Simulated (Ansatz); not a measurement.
## TePb, space group Fm-3m: an optical spectrum, step by step

Computed with Ansatz's Python interface.

The cells in order, each with its output:

In [1]:
```python
import ansatz as az
import numpy as np
```

In [2]:
```python
structure = (
    az.Lattice.fcc(6.462)
    .space_group(225)
    .atom("Te", (0.5, 0.0, 0.0))
    .atom("Pb", (0.0, 0.0, 0.0))
    .primitive()
)
```

In [3]:
```python
job = structure.calculation()
job = job.occupations("fixed")
job = job.basis(35 * az.Ry)
job = job.functional("pbe")
job = job.kpoints(6, 6, 6)
job = job.optics(energy_step=0.1, nscf_kmesh=(6, 6, 6), spectra_wanted_up_to=6)
result = job.run(threads=1)
spectra = result.optics()
energy, filling = np.asarray(spectra.photon_energy_ev), spectra.band_filling
gapped = filling.kind == "insulating"
eps1 = np.asarray(filling.eps1 if gapped else filling.eps1_interband)[:3].mean(axis=0)
eps2 = np.asarray(filling.eps2 if gapped else filling.eps2_interband)[:3].mean(axis=0)
print("filling:", filling.kind, "- valid up to", round(spectra.valid_up_to_ev, 2), "eV,", spectra.n_bands, "bands")
top = min(8, spectra.valid_up_to_ev)
# mean of xx, yy and zz; between bands only where the bands are partly filled
print("E (eV)    eps1      eps2")
for e in np.arange(0.5, top + 0.01, 0.5):
    print(f"{e:5.1f} {np.interp(e, energy, eps1):9.3f} {np.interp(e, energy, eps2):9.3f}")
if gapped:
    print("eps_inf, bands beyond those summed included:", np.round(filling.eps_inf[:3], 3))
print("f-sum electrons:", np.round(filling.get("f_sum_n_eff"), 3))
```
```text
filling: insulating - valid up to 9.1 eV, 25 bands
E (eV)    eps1      eps2
  0.5    31.168     0.000
  1.0    40.898     1.635
  1.5    65.206    26.260
  2.0    -6.865    91.865
  2.5   -27.345    29.293
  3.0   -17.976    11.903
  3.5   -11.551     5.949
  4.0    -7.376     3.401
  4.5    -4.545     2.265
  5.0    -2.047     1.731
  5.5    -0.342     3.042
  6.0     0.909     4.585
  6.5     0.227     5.169
  7.0    -2.296     5.037
  7.5    -2.972     3.140
  8.0    -2.319     2.111
eps_inf, bands beyond those summed included: [29.305 29.305 29.305]
f-sum electrons: [12.823 12.823 12.823]
```

Reading the output:
- Absolute energies stand on the zero of these potentials, so only differences at equal settings mean something. A total without «per atom» is that of the cell as typed.
- Spin-orbit coupling, which matters for elements this heavy, is left out.
- The structure is a deposited one; some such entries were measured under pressure or heat, so a shift against it needn't be the functional's error alone.
- Independent-particle spectra on Kohn-Sham bands hold no excitons, and semilocal gaps are too small.
- Wall time of the script: 30 s on 1 thread of Intel(R) Xeon(R) Processor @ 2.30GHz, on a shared host, peak memory 0.73 GiB.
